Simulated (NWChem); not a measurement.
**BCl2F (dichlorofluoroborane): levels of theory compared**

Wanted: a comparison of 6 runs (HF/def2-SVP, B3LYP/6-31G*, B3LYP/def2-SVP, M06-2X/6-311+G**, MP2/6-311+G**, CCSD(T)/6-31G*) of BCl2F (dichlorofluoroborane). 

Program for the calculation: NWChem 7.3.0.

### 1 The system as given

BCl2F has 4 atoms, charge 0, and is taken as a singlet. As SMILES, `FB(Cl)Cl`. Geometry: relaxed at PBE0-D4/def2-TZVP.

Bond lengths: F1–B2 1.310 Å, B2–Cl3 1.739 Å, B2–Cl4 1.739 Å. Angles: F1–B2–Cl3 119.3°, F1–B2–Cl4 119.3°, Cl3–B2–Cl4 121.5°.

### 2 Energy and forces at HF/def2-SVP (run 1)

Contents of bcl2f.nw:

```
start bcl2f
title "BCl2F"
memory stack 880 mb heap 220 mb global 1100 mb

geometry noautosym nocenter noautoz
   F        0.114370      -1.165320      -0.781190
   B        0.007910      -0.080610      -0.054040
   Cl      -1.549540       0.373780       0.571420
   Cl       1.427260       0.872140       0.263810
end

basis "ao basis" spherical bse
   F library def2-SVP
   B library def2-SVP
   Cl library def2-SVP
end

scf
   thresh 1e-08
   maxiter 80
   noprint "final vectors analysis"
end

task scf gradient
```

On the command line:

```
$ nwchem bcl2f.nw > bcl2f.out
```

The program printed:

```text
[...]
  functions       =    64
[...]
  wavefunction    = RHF
[...]
         Total SCF energy =  -1042.882984194353
      One-electron energy =  -1803.815148012629
      Two-electron energy =    579.263077873786
 Nuclear repulsion energy =    181.669085944490
        Time for solution =      2.7s
[...]
                         RHF ENERGY GRADIENTS
    atom               coordinates                        gradient
                 x          y          z           x          y          z
   1 F       0.216128  -2.202135  -1.476235    0.000848  -0.008633  -0.005787
   2 B       0.014948  -0.152331  -0.102121   -0.001086   0.011061   0.007414
   3 Cl     -2.928206   0.706342   1.079827    0.004775  -0.000434  -0.001294
   4 Cl      2.697130   1.648106   0.498529   -0.004538  -0.001994  -0.000332
[...]
```

Run time: 4.2 s. Hardware: 1 thread of Intel Xeon 6975P-C (Granite Rapids), shared host; peak memory 0.1 GiB.

### 3 Energy and gradient at B3LYP/6-31G(d) (spherical functions) (run 2)

Contents of struct.nw:

```
start struct
memory total 2200 mb

geometry noautosym nocenter noautoz
F      0.114370    -1.165320    -0.781190
B      0.007910    -0.080610    -0.054040
Cl    -1.549540     0.373780     0.571420
Cl     1.427260     0.872140     0.263810
end

basis spherical bse
F library 6-31G*
B library 6-31G*
Cl library 6-31G*
end

dft
xc b3lyp
grid xfine
convergence energy 1e-08
maxiter 100
mulliken
end

task dft gradient
```

On the command line:

```
$ nwchem struct.nw > struct.out
```

The program printed:

```text
[...]
          Wavefunction type:  closed shell.
          No. of atoms     :     4
          No. of electrons :    48
[...]
          Charge           :     0
          Spin multiplicity:     1
[...]
          AO basis - number of functions:    64
[...]
              XC Information
              --------------
                         B3LYP Method XC Potential
                     Hartree-Fock (Exact) Exchange  0.200
                        Slater Exchange Functional  0.800 local
                    Becke 1988 Exchange Functional  0.720 non-local
              Lee-Yang-Parr Correlation Functional  0.810
                  VWN I RPA Correlation Functional  0.190 local
[...]
 d= 0,ls=0.0,diis     1  -1045.1232605373 -1.23D+03  1.96D-02  7.54D-01     1.8
[...]
 d= 0,ls=0.0,diis     8  -1045.2174307584 -6.34D-09  3.94D-06  7.77D-08     8.1
         Total DFT energy =    -1045.217430758396
      One electron energy =    -1804.836883678209
           Coulomb energy =      649.115261866274
    Exchange-Corr. energy =      -71.164894890951
 Nuclear repulsion energy =      181.669085944490
[...]
      Total Density - Mulliken Population Analysis
     ---------------------------------------------
    Atom       Charge   Shell Charges
 -----------   ------   -------------------------------------------------------
    1 F    9     9.18   2.00  0.94  3.33  0.98  1.93  0.01
    2 B    5     4.64   2.00  0.56  1.37  0.23  0.34  0.15
    3 Cl  17    17.09   2.00  2.00  5.97  1.41  3.65  0.52  1.52  0.02
    4 Cl  17    17.09   2.00  2.00  5.97  1.41  3.65  0.52  1.52  0.02
[...]
  wavefunction    = closed shell
                         DFT ENERGY GRADIENTS
    atom               coordinates                        gradient
                 x          y          z           x          y          z
   1 F       0.216128  -2.202135  -1.476235   -0.000527   0.005373   0.003602
   2 B       0.014948  -0.152331  -0.102121   -0.000064   0.000648   0.000434
   3 Cl     -2.928206   0.706342   1.079827    0.007260  -0.001844  -0.002737
   4 Cl      2.697130   1.648106   0.498529   -0.006669  -0.004177  -0.001298
[...]
```

Wall time 11 s (1 thread of Intel Xeon 6975P-C (Granite Rapids), shared host); peak memory 0.13 GiB.

### 4 Energy and gradient at B3LYP/def2-SVP (run 3)

Contents of run.xyz:

```xyz
4

F      0.114370    -1.165320    -0.781190
B      0.007910    -0.080610    -0.054040
Cl    -1.549540     0.373780     0.571420
Cl     1.427260     0.872140     0.263810
```

Contents of run.nw:

```
start run
memory 2200 mb
geometry noautosym nocenter noautoz
  load format xyz run.xyz
end
basis spherical bse
  * library def2-SVP
end
dft
  xc b3lyp
  grid xfine
  convergence energy 1e-08
  maxiter 100
  mulliken
  print medium
end
task dft gradient
```

On the command line:

```
$ nwchem run.nw > run.out
```

The program printed:

```text
[...]
          Wavefunction type:  closed shell.
          No. of atoms     :     4
          No. of electrons :    48
[...]
          Charge           :     0
          Spin multiplicity:     1
[...]
          AO basis - number of functions:    64
[...]
              XC Information
              --------------
                         B3LYP Method XC Potential
                     Hartree-Fock (Exact) Exchange  0.200
                        Slater Exchange Functional  0.800 local
                    Becke 1988 Exchange Functional  0.720 non-local
              Lee-Yang-Parr Correlation Functional  0.810
                  VWN I RPA Correlation Functional  0.190 local
[...]
 d= 0,ls=0.0,diis     1  -1044.7913507544 -1.23D+03  1.97D-02  7.53D-01     1.1
[...]
 d= 0,ls=0.0,diis     8  -1044.8810594530 -7.19D-09  3.20D-06  6.77D-08     6.5
         Total DFT energy =    -1044.881059452985
      One electron energy =    -1804.425200841059
           Coulomb energy =      648.997456902235
    Exchange-Corr. energy =      -71.122401458651
 Nuclear repulsion energy =      181.669085944490
[...]
      Total Density - Mulliken Population Analysis
     ---------------------------------------------
    Atom       Charge   Shell Charges
 -----------   ------   -------------------------------------------------------
    1 F    9     9.04   1.99  1.14  0.70  3.37  1.83  0.01
    2 B    5     4.88   1.99  0.79  0.01  1.52  0.36  0.21
    3 Cl  17    17.04   2.00  1.98  1.28  0.64  5.93  2.18  3.00  0.02
    4 Cl  17    17.04   2.00  1.98  1.28  0.64  5.93  2.18  3.00  0.02
[...]
  wavefunction    = closed shell
                         DFT ENERGY GRADIENTS
    atom               coordinates                        gradient
                 x          y          z           x          y          z
   1 F       0.216128  -2.202135  -1.476235   -0.000384   0.003919   0.002627
   2 B       0.014948  -0.152331  -0.102121   -0.000108   0.001097   0.000735
   3 Cl     -2.928206   0.706342   1.079827    0.006597  -0.001444  -0.002337
   4 Cl      2.697130   1.648106   0.498529   -0.006105  -0.003571  -0.001025
[...]
```

Run time: 8.7 s. Hardware: 1 thread of Intel Xeon 6975P-C (Granite Rapids), shared host; peak memory 0.13 GiB.

Runs 4 to 5 aren't shown in full; the table further down has their settings and results.

### 5 The energy at CCSD(T)/6-31G(d) (spherical functions) (run 6)

Contents of bcl2f.nw:

```
start bcl2f
title "BCl2F"
memory 2200 mb

geometry units angstrom noautosym nocenter noautoz
  F      0.114370    -1.165320    -0.781190
  B      0.007910    -0.080610    -0.054040
  Cl    -1.549540     0.373780     0.571420
  Cl     1.427260     0.872140     0.263810
end

basis "ao basis" spherical bse
  * library 6-31G*
end

scf
  thresh 1e-08
  maxiter 80
  print medium
end

ccsd
  freeze core 12
  maxiter 60
end

task ccsd(t) energy
```

On the command line:

```
$ nwchem bcl2f.nw > bcl2f.out
```

The program printed:

```text
[...]
  functions       =    64
[...]
  wavefunction    = RHF
[...]
         Total SCF energy =  -1043.227802442110
      One-electron energy =  -1804.338505799778
      Two-electron energy =    579.441617413179
 Nuclear repulsion energy =    181.669085944490
        Time for solution =      8.4s
[...]
 Total MP2 energy:          -1043.728895543588123
[...]
             energy      energy      error      ampl     ampl      Block
                                                time     time      time
[...]
 Total CCSD energy:          -1043.755428938980003
[...]
 Total CCSD+T(CCSD) energy:          -1043.770276212379031
[...]
 Total CCSD(T) energy:               -1043.768896822862189
[...]
```

Wall time 40 s (1 thread of Intel Xeon 6975P-C (Granite Rapids), shared host); peak memory 0.15 GiB.

### 6 All runs side by side

```
run                                 level  iteration cap   module   energy (Eh)  dipole moment (D)  largest force (eV/Å)  wall time
  1                           HF/def2-SVP             80      scf  -1042.882984               0.32                 0.687      4.2 s
  2    B3LYP/6-31G* (spherical functions)            100      dft  -1045.217431               0.06                 0.410       11 s
  3                        B3LYP/def2-SVP            100      dft  -1044.881059               0.29                 0.367      8.7 s
  4                      M06-2X/6-311+G**            100      dft  -1045.226252               0.26                 0.129       19 s
  5                         MP2/6-311+G**             80      mp2  -1043.887261               0.28                 0.450       38 s
  6  CCSD(T)/6-31G* (spherical functions)             80  ccsd(t)  -1043.768897                  –                     –       40 s
```

### 7 Outcome

| quantity | value |
| --- | --- |
| run 6: total energy | -1043.76890 Eh |
| run 6: HOMO energy (Hartree–Fock orbitals) | -12.86 eV |
| run 6: LUMO energy (Hartree–Fock orbitals) | 3.15 eV |
| run 6: HOMO–LUMO gap (Hartree–Fock orbitals) | 16.00 eV |
| run 6: correlation energy (12 core orbitals frozen) | -541.1 mEh |
| run 6: (T) correction | -13.47 mEh |

Over runs 1, 2, 3, 4, 5 the dipole moment (its size) runs from 0.06 D (B3LYP/6-31G*) to 0.32 D (HF/def2-SVP). The two ends differ in method and basis. The two dipoles point in opposite directions. Over runs 2, 3, 4 the HOMO–LUMO gap runs from 8.05 eV (B3LYP/6-31G*) to 10.68 eV (M06-2X/6-311+G**). Totals of different functionals can't be ranked against each other. All runs together took 2 min, the longest 40 s.
